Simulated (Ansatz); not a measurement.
PtSe:

```
Pt Se
1.0
     3.70187    0.00000    0.00000
    -1.85094    3.20591    0.00000
     0.00000    0.00000    3.61284
Pt Se
1 1
Direct
  0.00000 0.00000 0.00000
  0.66667 0.33333 0.50000
```

The cell comes from a database or a generator and needn't be the stable form of this composition.

```yaml
Program: Ansatz 0.2.0
Task: relaxation of cell and atoms
Functional: RPBE
Potentials_or_basis: Ansatz PAW
Cutoff: "420 eV (not typed: the program's choice for these potentials)"
k_mesh: 8 × 8 × 7
Occupations: fermi-dirac, width 0.05 eV
Spin: no spin polarisation
```

At the start: volume 21.44 Å³/atom.

Problem. How do energy, volume and symmetry change on relaxing?

Solution. It ends after 7 steps and the volume is 19.70 Å³/atom (-8.1 %); space group P-6m2 (No. 187, to 0.05 Å).

The path:
```tsv
step	energy change (eV)	largest force (eV/Å)	volume (Å³)
1	0.0000	0.0000	42.88
2	-0.1401	0.0000	38.37
3	-0.1522	0.0000	39.00
4	-0.1657	0.0000	39.40
5	-0.1657	0.0000	39.41
6	-0.1657	0.0000	39.40
7	-0.1649	0.0000	39.40
```

Final structure:
```cif
data_structure
_symmetry_space_group_name_H-M 'P 1'
_symmetry_Int_Tables_number 1
_cell_length_a 3.7745
_cell_length_b 3.7745
_cell_length_c 3.1937
_cell_angle_alpha 90.000
_cell_angle_beta 90.000
_cell_angle_gamma 120.000
_cell_volume 39.40
loop_
_atom_site_label
_atom_site_type_symbol
_atom_site_fract_x
_atom_site_fract_y
_atom_site_fract_z
_atom_site_occupancy
Pt1 Pt 0.00000 0.00000 0.00000 1
Se1 Se 0.66667 0.33333 0.50000 1
```

Caveat: the plane-wave basis is chosen anew once the cell has moved, so the energies of steps on either side of that aren't comparable; the PAW data sets come from PBE, with cores solved anew for the run's functional, which leaves a small shift of forces and pressure.
